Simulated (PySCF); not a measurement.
# BFH4N2: the cost of one run

Computed with PySCF 2.14.0, with density-fitted response routines of our own, on a single molecule in the gas phase. Atoms count from 0, in the outputs and in this text.

### Step 1. The molecule as given

8 atoms, charge 0, multiplicity 1; geometry from: GFN2-xTB. The atoms were then displaced at random by about 0.01 Å, so the start is not that level's minimum.

Bonds of the start (Å): N0–B1 1.43, B1–N2 1.41, B1–F3 1.36, N0–H4 0.99, N0–H5 0.97, N2–H6 1.00, N2–H7 0.98.

### Step 2. Geometry optimisation at PBE0-D3(BJ)/def2-SVP

What the job is given:

```
{"job": {"xc": "PBE0", "basis": "def2-SVP", "d3": "d3bj", "grid": 1, "shake": 0.01, "kind": "geom"}, "charge": 0, "multiplicity": 1}
N      1.264300    -0.207090     0.063930
B     -0.011060     0.425480    -0.105460
N     -1.255600    -0.228510     0.020920
F      0.007640     1.746320    -0.412180
H      2.096520     0.324100    -0.058020
H      1.368980    -1.144060     0.282230
H     -1.326570    -1.198080     0.258810
H     -2.089080     0.262690    -0.102710
```

Started as:

```console
OMP_NUM_THREADS=1 python probes_run.py task.json out
```

One launch serves the whole session: the jobs run in the order shown.

Q: Estimate the wall time and peak memory of this first job on 1 thread of Arm Neoverse V2, shared host.

About 15 s, with a peak of 0.32 GiB.
